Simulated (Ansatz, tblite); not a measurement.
# SiHI3: one state, many levels

Aim: run the singlet of SiHI3 at one geometry on many levels, and compare frontier levels, spin and run time.

Program: Ansatz 0.2.0, Gaussian basis. Level of theory: as each input shows. These are calculated values, not measurements.

The runs, in order: GFN1-xTB, GFN2-xTB, PBE-D4/def2-TZVP, r2SCAN-D4/def2-TZVP, BLYP-D4/def2-TZVP, CAM-B3LYP-D4/def2-TZVP, B97M-V/def2-TZVP, HF/def2-TZVP, ωB97X-V/def2-TZVP, PBE-QIDH/def2-TZVP, r2SCANh-D4/def2-TZVP, PBE-D4/def2-SVP, PBE0-D4/def2-SVP, CCSD(T)/def2-SVP, MP2/def2-TZVP, RPA/def2-TZVP.

### Step 1. The structure

The singlet was relaxed beforehand with r2SCAN-D4/def2-SVP.

5 atoms, charge 0, spin multiplicity 1.

Bond lengths: Si1–H2 1.483 Å, Si1–I3 2.447 Å, Si1–I4 2.447 Å, Si1–I5 2.447 Å. Angles: H2–Si1–I3 108.1°, H2–Si1–I4 108.1°, H2–Si1–I5 108.1°, I3–Si1–I4 110.8°, I3–Si1–I5 110.8°, I4–Si1–I5 110.8°.

I takes a core potential in the def2 sets. No spin-orbit coupling is included.

PBE0-D4/def2-TZVP was run before; its log isn't repeated, and its numbers join the tables.

### Step 2. GFN1-xTB

Tight binding, by tblite at 300 K electronic temperature and without a spin-polarisation term:

```python
tblite.interface.Calculator('GFN1-xTB', numbers, positions, charge=0, uhf=0).singlepoint()
```

Energy -392.2244 eV, HOMO -10.89 eV, LUMO -5.19 eV; 0.021 s.

### Step 3. GFN2-xTB

Tight binding, by tblite at 300 K electronic temperature and without a spin-polarisation term:

```python
tblite.interface.Calculator('GFN2-xTB', numbers, positions, charge=0, uhf=0).singlepoint()
```

Energy -375.4287 eV, HOMO -11.97 eV, LUMO -6.99 eV; 0.017 s.

### Step 4. PBE-D4/def2-TZVP

start.molden holds the orbitals of an earlier run on this state, given as this run's starting guess.

File in.yaml:

```yaml
crystal:
  periodic: [false, false, false]
  atoms:
    - {symbol: Si, position_ang: [0.000611, -0.001503, 0.159362]}
    - {symbol: H, position_ang: [0.004637, -0.013274, 1.642781]}
    - {symbol: I, position_ang: [2.323968, 0.010037, -0.607923]}
    - {symbol: I, position_ang: [-1.168777, 2.016430, -0.580201]}
    - {symbol: I, position_ang: [-1.160428, -2.011690, -0.614029]}
basis:
  gaussian: {orbitals: def2-TZVP, initial_orbitals: start.molden}
hamiltonian: {xc: pbe, dispersion: d4}
scf: {omitted_lower_state_checks: [starts]}
output: {forces: true, orbitals: {seedname: orbitals}}
```

The run is started by

```bash
$ ansatz run in.yaml --threads 4 --pin off --events-out ev --progress --plain --max-ram 3916MiB
```

Further steps of the session: r2SCAN-D4/def2-TZVP; BLYP-D4/def2-TZVP; CAM-B3LYP-D4/def2-TZVP; B97M-V/def2-TZVP; HF/def2-TZVP; ωB97X-V/def2-TZVP; PBE-QIDH/def2-TZVP; r2SCANh-D4/def2-TZVP; PBE-D4/def2-SVP; PBE0-D4/def2-SVP; CCSD(T)/def2-SVP; MP2/def2-TZVP; RPA/def2-TZVP.

Q: Predict the results of all the runs planned. Wanted: gap in def2-TZVP, named functionals and Hartree-Fock, smallest and largest; correlation energy, CCSD(T)/def2-SVP; correlation energy, MP2/def2-TZVP; binding an atom, CCSD(T)/def2-SVP; PBE0 total energy, smallest basis above largest.

As calculated:

```
                                                                  quantity                             value
gap in def2-TZVP, named functionals and Hartree-Fock, smallest and largest  3.52 eV (BLYP-D4), 11.09 eV (HF)
                                      correlation energy, CCSD(T)/def2-SVP                         -13.32 eV
                                         correlation energy, MP2/def2-TZVP                         -43.59 eV
                                         binding an atom, CCSD(T)/def2-SVP                          2.132 eV
                           PBE0 total energy, smallest basis above largest     3.66 eV (def2-SVP, def2-TZVP)
```

What this shows: Over the named functionals and Hartree-Fock in def2-TZVP the gap runs from 3.52 eV (BLYP-D4) to 11.09 eV (HF); exact exchange widens it. The functionals in def2-TZVP miss CCSD(T)/def2-SVP by +0.215 (CAM-B3LYP-D4) to +0.357 eV (PBE-D4) an atom. The yardstick is in a double-zeta basis, so levels in larger sets aren't compared like for like. CCSD(T)/def2-SVP isn't at the basis-set limit; small misses against it rank nothing.
